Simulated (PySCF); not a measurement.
# How the numerical set-up moves the result for CaB

Which parts of the numerical set-up matter for CaB? Each run edits the base script.

Computed with PySCF 2.14.0. Level: method and basis as typed in the scripts.

3 further runs of the same task are left out: 3 that didn't finish.

### Step 1. The starting structure

CaB: 2 atoms, charge 0, spin multiplicity 2.

Bond lengths: Ca1–B2 2.525 Å.

### Step 2. The run that the others are compared with

input.py reads:

```python
from pyscf import gto, scf, mp

mol = gto.M(
    atom='Ca 0 0 0; B 0 0 2.525',
    basis='6-31g',
    charge=0,
    spin=1,
    verbose=4,
)
mf = scf.UHF(mol)
mf.kernel()
mp.MP2(mf, frozen=6).kernel()
mf.dip_moment()
print('orbital energies (hartree):', [e[max(0, n-3):n+3].round(4) for e, n in zip(mf.mo_energy, mol.nelec)])
```

On the command line:

```bash
OMP_NUM_THREADS=1 python input.py
```

The log of this run is left out.

In short: E(SCF) = -701.198312 Eh, E(MP2) − E(SCF) = -0.05166 Eh, ⟨S²⟩ = 0.769, μ = 0.46 D (of the SCF density).

The bond length is a typed value, not an optimised one.

### Step 3. Density fitting weigend

Run 1 changes density fitting: none → weigend.

input.py reads:

```python
from pyscf import gto, scf, mp

mol = gto.M(
    atom='Ca 0 0 0; B 0 0 2.525',
    basis='6-31g',
    charge=0,
    spin=1,
    verbose=4,
)
mf = scf.UHF(mol)
mf = mf.density_fit(auxbasis='weigend')
mf.kernel()
mp.MP2(mf, frozen=6).kernel()
mf.dip_moment()
print('orbital energies (hartree):', [e[max(0, n-3):n+3].round(4) for e, n in zip(mf.mo_energy, mol.nelec)])
```

On the command line:

```bash
OMP_NUM_THREADS=1 python input.py
```

### Step 4. Cc-pvdz-dk (X2C on)

Run 2 changes basis set: 6-31g → cc-pvdz-dk; spin-free X2C: off → on.

Changes to input.py since step 2:

```diff
@@ -4,3 +4,3 @@
     atom='Ca 0 0 0; B 0 0 2.525',
-    basis='6-31g',
+    basis='cc-pvdz-dk',
     charge=0,
@@ -10,2 +10,3 @@
 mf = scf.UHF(mol)
+mf = mf.sfx2c1e()
 mf.kernel()
```

### Step 5. Spin-free X2C on

Run 3 changes spin-free X2C: off → on.

Changes to input.py since step 2:

```diff
@@ -10,2 +10,3 @@
 mf = scf.UHF(mol)
+mf = mf.sfx2c1e()
 mf.kernel()
```

### Step 6. 3-21g

Run 4 changes basis set: 6-31g → 3-21g.

Changes to input.py since step 2:

```diff
@@ -4,3 +4,3 @@
     atom='Ca 0 0 0; B 0 0 2.525',
-    basis='6-31g',
+    basis='3-21g',
     charge=0,
```

### Step 7. Sto-3g

Run 5 changes basis set: 6-31g → sto-3g.

Changes to input.py since step 2:

```diff
@@ -4,3 +4,3 @@
     atom='Ca 0 0 0; B 0 0 2.525',
-    basis='6-31g',
+    basis='sto-3g',
     charge=0,
```

**Question.** What will these runs give? Wanted: for each run, E(SCF); from base; gap, α spin; SCF dipole; after the SCF.

**Answer**, as computed:

```tsv
run	E(SCF) (hartree)	from base (eV)	cycles	gap, α spin (eV)	SCF dipole (D)	functions	after the SCF
base	-701.198312	0	16	5.33	0.46	26	MP2 correlation -1.406 eV, core frozen
density fitting weigend	-696.445575	+129.3286	16	5.27	0.55	26	MP2 correlation -1.422 eV, core frozen
cc-pvdz-dk (X2C on)	-704.139412	not comparable	17	5.42	1.27	41	MP2 correlation -4.417 eV, core frozen
spin-free X2C on	-703.689600	-67.7914	16	5.36	0.44	26	MP2 correlation -1.400 eV, core frozen
3-21g	-697.767866	+93.3472	16	5.33	0.10	26	MP2 correlation -1.357 eV, core frozen
sto-3g	-694.118828	+192.6426	15	8.30	1.13	18	MP2 correlation -1.173 eV, core frozen
```

**Reading.** The largest comparable shift of the SCF energy, +192.643 eV, comes with the run “sto-3g”. Scalar relativity lowers the total energy by 67.79 eV, nearly all of it in the inner shells; a basis contracted without relativity catches only part of it. 3-21g (26 functions) gives an energy 93.35 eV higher than 6-31g (26). sto-3g (18 functions) gives an energy 192.64 eV higher than 6-31g (26).
